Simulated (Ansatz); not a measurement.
# Si2Ni: the cost of one run

Program: Ansatz 0.2.0. Level of theory: DFT PBEsol, scalar-relativistic, plane waves, PAW. These are calculated values, not measurements.

### Step 1. Starting point

It takes space group Fm-3m (No. 225, cubic). Conventional cell: a = 5.388 Å, b = 5.388 Å, c = 5.388 Å, α = 90.00°, β = 90.00°, γ = 90.00°. Around Ni (site symmetry m-3m) lie 8 Si at 2.33 Å. Si (site symmetry -43m) has 4 Ni at 2.33 Å as nearest neighbours.

Coordinates:

```xyz
48
Lattice="10.7751 0.0000 0.0000 0.0000 10.7751 0.0000 0.0000 0.0000 5.3876" Properties=species:S:1:pos:R:3 pbc="T T T"
Ni    0.0000    0.0000    0.0000
Ni    0.0000    5.3876    0.0000
Ni    5.3876    0.0000    0.0000
Ni    5.3876    5.3876    0.0000
Ni    0.0000    2.6938    2.6938
Ni    0.0000    8.0813    2.6938
Ni    5.3876    2.6938    2.6938
Ni    5.3876    8.0813    2.6938
Ni    2.6938    0.0000    2.6938
Ni    2.6938    5.3876    2.6938
Ni    8.0813    0.0000    2.6938
Ni    8.0813    5.3876    2.6938
Ni    2.6938    2.6938    0.0000
Ni    2.6938    8.0813    0.0000
Ni    8.0813    2.6938    0.0000
Ni    8.0813    8.0813    0.0000
Si    1.3469    1.3469    1.3469
Si    1.3469    6.7344    1.3469
Si    6.7344    1.3469    1.3469
Si    6.7344    6.7344    1.3469
Si    1.3469    4.0407    4.0407
Si    1.3469    9.4282    4.0407
Si    6.7344    4.0407    4.0407
Si    6.7344    9.4282    4.0407
Si    4.0407    1.3469    4.0407
Si    4.0407    6.7344    4.0407
Si    9.4282    1.3469    4.0407
Si    9.4282    6.7344    4.0407
Si    4.0407    4.0407    1.3469
Si    4.0407    9.4282    1.3469
Si    9.4282    4.0407    1.3469
Si    9.4282    9.4282    1.3469
Si    4.0407    4.0407    4.0407
Si    4.0407    9.4282    4.0407
Si    9.4282    4.0407    4.0407
Si    9.4282    9.4282    4.0407
Si    4.0407    1.3469    1.3469
Si    4.0407    6.7344    1.3469
Si    9.4282    1.3469    1.3469
Si    9.4282    6.7344    1.3469
Si    1.3469    4.0407    1.3469
Si    1.3469    9.4282    1.3469
Si    6.7344    4.0407    1.3469
Si    6.7344    9.4282    1.3469
Si    1.3469    1.3469    4.0407
Si    1.3469    6.7344    4.0407
Si    6.7344    1.3469    4.0407
Si    6.7344    6.7344    4.0407
```

### Step 2. Single point: Si2Ni, no spin

input.yaml

```yaml
crystal:
  lattice:
    - [10.775104, 0.0, 0.0]
    - [0.0, 10.775104, 0.0]
    - [0.0, 0.0, 5.387552]
  atoms:
    - { symbol: Ni, position: [0.0, 0.0, 0.0] }
    - { symbol: Ni, position: [0.0, 0.5, 0.0] }
    - { symbol: Ni, position: [0.5, 0.0, 0.0] }
    - { symbol: Ni, position: [0.5, 0.5, 0.0] }
    - { symbol: Ni, position: [0.0, 0.25, 0.5] }
    - { symbol: Ni, position: [0.0, 0.75, 0.5] }
    - { symbol: Ni, position: [0.5, 0.25, 0.5] }
    - { symbol: Ni, position: [0.5, 0.75, 0.5] }
    - { symbol: Ni, position: [0.25, 0.0, 0.5] }
    - { symbol: Ni, position: [0.25, 0.5, 0.5] }
    - { symbol: Ni, position: [0.75, 0.0, 0.5] }
    - { symbol: Ni, position: [0.75, 0.5, 0.5] }
    - { symbol: Ni, position: [0.25, 0.25, 0.0] }
    - { symbol: Ni, position: [0.25, 0.75, 0.0] }
    - { symbol: Ni, position: [0.75, 0.25, 0.0] }
    - { symbol: Ni, position: [0.75, 0.75, 0.0] }
    - { symbol: Si, position: [0.125, 0.125, 0.25] }
    - { symbol: Si, position: [0.125, 0.625, 0.25] }
    - { symbol: Si, position: [0.625, 0.125, 0.25] }
    - { symbol: Si, position: [0.625, 0.625, 0.25] }
    - { symbol: Si, position: [0.125, 0.375, 0.75] }
    - { symbol: Si, position: [0.125, 0.875, 0.75] }
    - { symbol: Si, position: [0.625, 0.375, 0.75] }
    - { symbol: Si, position: [0.625, 0.875, 0.75] }
    - { symbol: Si, position: [0.375, 0.125, 0.75] }
    - { symbol: Si, position: [0.375, 0.625, 0.75] }
    - { symbol: Si, position: [0.875, 0.125, 0.75] }
    - { symbol: Si, position: [0.875, 0.625, 0.75] }
    - { symbol: Si, position: [0.375, 0.375, 0.25] }
    - { symbol: Si, position: [0.375, 0.875, 0.25] }
    - { symbol: Si, position: [0.875, 0.375, 0.25] }
    - { symbol: Si, position: [0.875, 0.875, 0.25] }
    - { symbol: Si, position: [0.375, 0.375, 0.75] }
    - { symbol: Si, position: [0.375, 0.875, 0.75] }
    - { symbol: Si, position: [0.875, 0.375, 0.75] }
    - { symbol: Si, position: [0.875, 0.875, 0.75] }
    - { symbol: Si, position: [0.375, 0.125, 0.25] }
    - { symbol: Si, position: [0.375, 0.625, 0.25] }
    - { symbol: Si, position: [0.875, 0.125, 0.25] }
    - { symbol: Si, position: [0.875, 0.625, 0.25] }
    - { symbol: Si, position: [0.125, 0.375, 0.25] }
    - { symbol: Si, position: [0.125, 0.875, 0.25] }
    - { symbol: Si, position: [0.625, 0.375, 0.25] }
    - { symbol: Si, position: [0.625, 0.875, 0.25] }
    - { symbol: Si, position: [0.125, 0.125, 0.75] }
    - { symbol: Si, position: [0.125, 0.625, 0.75] }
    - { symbol: Si, position: [0.625, 0.125, 0.75] }
    - { symbol: Si, position: [0.625, 0.625, 0.75] }
scf:
  occupations: { method: methfessel_paxton, width: 0.1 }
output:
  forces: true
  stress: true
  eigenvalues: true
  write_density: true
  write_potential: true
  elf: true
  volumetric_format: npy
hamiltonian:
  xc: pbesol
kpoints:
  mp_grid: { grid: [4, 4, 8] }
```

On the command line:

```sh
$ ansatz run input.yaml --threads 8 --pin off --max-ram 51200MiB --backend cpu --events-out ev --progress --plain --runs-dir out
```

**Question.** How long does this run take on 8 threads of Intel Xeon at 2.50GHz (Skylake/Cascade Lake), shared host, and how much memory does it need?

About 2 min, with a peak of 8 GiB.
